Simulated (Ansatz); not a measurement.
# BGeNH6 (SMILES B[NH][GeH3]) at 6 levels

Wanted: a comparison of 6 runs (BHLYP/6-31G*, BLYP/6-31G*, PBE-QIDH/6-31G*, PBE0/6-31G*, revPBE/6-31G*, RPA@PBE0/6-31G*) of BGeNH6. 

Program for the calculation: Ansatz 0.2.0.

69 further runs of the same task are left out: 69 set aside as unsound or not needed.

## 1. Starting point

BGeNH6: 9 atoms, total charge 0, spin state singlet. As SMILES, `B[NH][GeH3]`. The B1–H5 distance was set to 1.799 Å, away from the relaxed value. At this shape a bond of the SMILES string is far longer than usual.

Bond lengths: B1–N2 1.392 Å, N2–Ge3 1.854 Å, B1–H4 1.199 Å, N2–H6 1.010 Å, Ge3–H7 1.538 Å, Ge3–H8 1.530 Å, Ge3–H9 1.538 Å. Angles: B1–N2–Ge3 126.2°, B1–N2–H6 117.9°, Ge3–N2–H6 115.9°, N2–B1–H4 119.2°, N2–Ge3–H7 109.1°, N2–Ge3–H8 106.5°, N2–Ge3–H9 109.1°, H7–Ge3–H8 111.5°, H7–Ge3–H9 109.1°, H8–Ge3–H9 111.5°. A long bond or contact: B1–H5 1.799 Å.

## 2. The energy at BHLYP/6-31G(d) (spherical functions) (run 1)

Contents of molecule.yaml:

```yaml
crystal:
  periodic: [false, false, false]
  atoms:
    - {symbol: B, position_ang: [-0.686444, 0.120733, -0.906941]}
    - {symbol: "N", position_ang: [0.164256, 0.178333, 0.193259]}
    - {symbol: Ge, position_ang: [0.852756, -1.270167, 1.122559]}
    - {symbol: H, position_ang: [-1.030344, -0.949467, -1.325041]}
    - {symbol: H, position_ang: [-1.249100, 1.647000, -1.674800]}
    - {symbol: H, position_ang: [0.441456, 1.089633, 0.528459]}
    - {symbol: H, position_ang: [2.389156, -1.223567, 1.060859]}
    - {symbol: H, position_ang: [0.302456, -2.523967, 0.440559]}
    - {symbol: H, position_ang: [0.404856, -1.184767, 2.591659]}
basis:
  gaussian:
    orbitals: 6-31G_st_-spherical.json
hamiltonian:
  xc: {name: BHLYP}
output: {orbitals: {seedname: orbitals}}
accuracy: high
```

The basis set 6-31G* is read from a file made from the Basis Set Exchange's data (not shown).

Launch:

```console
$ ansatz run molecule.yaml --threads 1 --pin off --max-ram 3480MiB --events-out events.jsonl --progress --plain --runs-dir runs
```

The program printed:

```text
Warning: RAYON_NUM_THREADS=1 ignored (pool sized by the plan → 1); use --threads N
Functional definition: BHLYP
  name "BHLYP"
  parameter a = 0.5
  exchange = (1 - a)*b88_x + a*exact_x
  correlation = lyp_c
1657 factors; integrals over basis functions are off by at most 4.0e-9 eV
mean field evaluation 1: about -58768.0278 eV, gradient 4.0e1 eV
mean field evaluation 2: about -58766.6042 eV, gradient 4.7e1 eV
mean field evaluation 4: about -58771.2148 eV, gradient 1.2e0 eV
mean field evaluation 8: about -58771.2562 eV, gradient 1.0e-2 eV
mean field evaluation 16: about -58771.2562 eV, gradient 9.5e-7 eV
mean field -58771.25621771 eV, -2159.8038294126 hartree, gradient 6.9e-8 eV, S^2 0.000000; 0 other end points of the search recorded, 0 dependent functions left out
reference -58771.25624688 eV, -2159.8038304844 hartree; 25, 25 occupied and 47, 47 virtual orbitals, 1657 factors
Total energy: -58771.25624688 eV, -2159.8038304844 hartree
```

Wall time 5.4 s (1 thread of Arm Neoverse V2, shared host); peak memory 0.23 GiB.

## 3. A single-point energy at BLYP/6-31G(d) (spherical functions) (run 2)

Contents of input.yaml:

```yaml
crystal:
  periodic: [false, false, false]
  atoms:
    - {symbol: B, position_ang: [-0.686444, 0.120733, -0.906941]}
    - {symbol: N, position_ang: [0.164256, 0.178333, 0.193259]}
    - {symbol: Ge, position_ang: [0.852756, -1.270167, 1.122559]}
    - {symbol: H, position_ang: [-1.030344, -0.949467, -1.325041]}
    - {symbol: H, position_ang: [-1.249100, 1.647000, -1.674800]}
    - {symbol: H, position_ang: [0.441456, 1.089633, 0.528459]}
    - {symbol: H, position_ang: [2.389156, -1.223567, 1.060859]}
    - {symbol: H, position_ang: [0.302456, -2.523967, 0.440559]}
    - {symbol: H, position_ang: [0.404856, -1.184767, 2.591659]}
basis:
  gaussian: {orbitals: 6-31G_st_-spherical.json}
hamiltonian: {xc: {name: BLYP}}
accuracy: high
output: {orbitals: {seedname: orbitals}}
```

The basis set 6-31G* is read from a file made from the Basis Set Exchange's data (not shown).

Launch:

```console
$ ansatz run input.yaml --threads 1 --pin off --max-ram 3480MiB --events-out events.jsonl --progress --plain --runs-dir runs
```

The program printed:

```text
Warning: RAYON_NUM_THREADS=1 ignored (pool sized by the plan → 1); use --threads N
Functional definition: BLYP
  name "BLYP"
  parameter beta = 0.0042
  parameter a = 0.04918
  parameter b = 0.132
  parameter c = 0.2533
  parameter d = 0.349
  exchange = b88_x(beta = beta)
  correlation = lyp_c(a = a, b = b, c = c, d = d)
1657 factors; integrals over basis functions are off by at most 4.0e-9 eV
mean field evaluation 1: about -58765.6659 eV, gradient 6.3e1 eV
mean field evaluation 2: about -58734.0400 eV, gradient 1.2e2 eV
mean field evaluation 4: about -58773.3995 eV, gradient 8.8e0 eV
mean field evaluation 8: about -58773.5199 eV, gradient 2.0e-1 eV
mean field evaluation 16: about -58773.5200 eV, gradient 1.0e-5 eV
mean field -58773.52003147 eV, -2159.8870230337 hartree, gradient 4.7e-8 eV, S^2 0.000000; 0 other end points of the search recorded, 0 dependent functions left out
reference -58773.52009020 eV, -2159.8870251921 hartree; 25, 25 occupied and 47, 47 virtual orbitals, 1657 factors
Total energy: -58773.52009020 eV, -2159.8870251921 hartree
```

Wall time 4.5 s (1 thread of Arm Neoverse V2, shared host); peak memory 0.2 GiB.

## 4. A single-point energy at PBE-QIDH/6-31G(d) (spherical functions) (run 3)

Contents of in.yaml:

```yaml
crystal:
  periodic: [false, false, false]
  atoms:
    - {symbol: B, position_ang: [-0.686444, 0.120733, -0.906941]}
    - {symbol: "N", position_ang: [0.164256, 0.178333, 0.193259]}
    - {symbol: Ge, position_ang: [0.852756, -1.270167, 1.122559]}
    - {symbol: H, position_ang: [-1.030344, -0.949467, -1.325041]}
    - {symbol: H, position_ang: [-1.249100, 1.647000, -1.674800]}
    - {symbol: H, position_ang: [0.441456, 1.089633, 0.528459]}
    - {symbol: H, position_ang: [2.389156, -1.223567, 1.060859]}
    - {symbol: H, position_ang: [0.302456, -2.523967, 0.440559]}
    - {symbol: H, position_ang: [0.404856, -1.184767, 2.591659]}
basis:
  gaussian:
    orbitals: 6-31G_st_-spherical.json
hamiltonian:
  xc: {name: PBE-QIDH}
correlation:
  frozen_orbitals: {B: 1, Ge: 9, H: 0, "N": 1}
accuracy: high
output: {orbitals: {seedname: orbitals}}
```

The basis set 6-31G* is read from a file made from the Basis Set Exchange's data (not shown).

Launch:

```console
$ ansatz run in.yaml --threads 1 --pin off --max-ram 3480MiB --events-out events.jsonl --progress --plain --runs-dir runs
```

The program printed (excerpt; [...] marks lines left out):

```text
Warning: RAYON_NUM_THREADS=1 ignored (pool sized by the plan → 1); use --threads N
Functional definition: PBE-QIDH
  name "PBE-QIDH"
[...]
1657 factors; integrals over basis functions are off by at most 4.0e-9 eV
[...]
mean field -58747.87797180 eV, -2158.9446947218 hartree, gradient 5.4e-8 eV, S^2 0.000000; 0 other end points of the search recorded, 0 dependent functions left out
11 core orbitals not correlated: weight in the atoms' cores, before any rotation towards them, 1.000 or more for the frozen orbitals, at most 0.000 for the correlated occupied ones
reference -58747.87797299 eV, -2158.9446947655 hartree; 14, 14 occupied and 47, 47 virtual orbitals, 1657 factors
second order -15.09953394 eV of doubles, -0.00000000 eV of singles
Total energy: -58752.91115097 eV, -2159.1296606447 hartree
```

It took 7.5 s on 1 thread of Arm Neoverse V2, shared host; peak memory 0.23 GiB.

Runs 4 to 5 aren't shown in full; the table further down has their settings and results.

## 5. A single-point energy at RPA@PBE0/6-31G(d) (spherical functions) (run 6)

Contents of in.yaml:

```yaml
crystal:
  periodic: [false, false, false]
  atoms:
    - symbol: B
      position_ang: [-0.686444, 0.120733, -0.906941]
    - symbol: "N"
      position_ang: [0.164256, 0.178333, 0.193259]
    - symbol: Ge
      position_ang: [0.852756, -1.270167, 1.122559]
    - symbol: H
      position_ang: [-1.030344, -0.949467, -1.325041]
    - symbol: H
      position_ang: [-1.249100, 1.647000, -1.674800]
    - symbol: H
      position_ang: [0.441456, 1.089633, 0.528459]
    - symbol: H
      position_ang: [2.389156, -1.223567, 1.060859]
    - symbol: H
      position_ang: [0.302456, -2.523967, 0.440559]
    - symbol: H
      position_ang: [0.404856, -1.184767, 2.591659]
basis:
  gaussian:
    orbitals: 6-31G_st_-spherical.json
hamiltonian:
  xc: {name: PBE0}
correlation:
  method: rpa
  frozen_orbitals: {B: 1, Ge: 9, H: 0, "N": 1}
accuracy: high
```

The basis set 6-31G* is read from a file made from the Basis Set Exchange's data (not shown).

Launch:

```console
$ ansatz run in.yaml --threads 1 --pin off --max-ram 3480MiB --events-out events.jsonl --progress --plain --runs-dir runs
```

The program printed (excerpt; [...] marks lines left out):

```text
Warning: RAYON_NUM_THREADS=1 ignored (pool sized by the plan → 1); use --threads N
Functional definition: PBE0
  name "PBE0"
[...]
1657 factors; integrals over basis functions are off by at most 4.0e-9 eV
[...]
mean field -58763.21047514 eV, -2159.5081538267 hartree, gradient 8.1e-8 eV, S^2 0.000000; 0 other end points of the search recorded, 0 dependent functions left out
11 core orbitals not correlated: weight in the atoms' cores, before any rotation towards them, 1.000 or more for the frozen orbitals, at most 0.000 for the correlated occupied ones
reference -58712.08458242 eV, -2157.6293119236 hartree; 14, 14 occupied and 47, 47 virtual orbitals, 1657 factors
Total energy: -58731.02892906 eV, -2158.3255038216 hartree
```

It took 9.3 s on 1 thread of Arm Neoverse V2, shared host; peak memory 0.25 GiB.

## 6. All runs side by side

| run | level | frozen core orbitals | energy (Eh) | HOMO energy (eV) | LUMO energy (eV) | HOMO–LUMO gap (eV) | wall time |
| --- | --- | --- | --- | --- | --- | --- | --- |
| 1 | BHLYP/6-31G* (spherical functions) | – | -2159.803830 | -8.38 | 1.14 | 9.52 | 5.4 s |
| 2 | BLYP/6-31G* (spherical functions) | – | -2159.887025 | -5.92 | -0.43 | 5.49 | 4.5 s |
| 3 | PBE-QIDH/6-31G* (spherical functions) | 11 | -2159.129661 | -9.19 | 1.95 | 11.14 | 7.5 s |
| 4 | PBE0/6-31G* (spherical functions) | – | -2159.508154 | -7.29 | 0.33 | 7.62 | 6 s |
| 5 | revPBE/6-31G* (spherical functions) | – | -2159.692864 | -6.06 | -0.55 | 5.51 | 4.8 s |
| 6 | RPA@PBE0/6-31G* (spherical functions) | 11 | -2158.325504 | – | – | – | 9.3 s |

## 7. What came out

```
                               quantity           value
                    run 6: total energy  -2158.32550 Eh
run 6: RPA correlation energy (valence)      -696.2 mEh
```

In words: Over runs 1, 2, 3, 4, 5 the HOMO–LUMO gap runs from 5.49 eV (BLYP/6-31G*) to 11.14 eV (PBE-QIDH/6-31G*). A double hybrid's value is that of its SCF part. Totals of different functionals can't be ranked against each other. All runs together took 38 s, the longest 9.3 s.
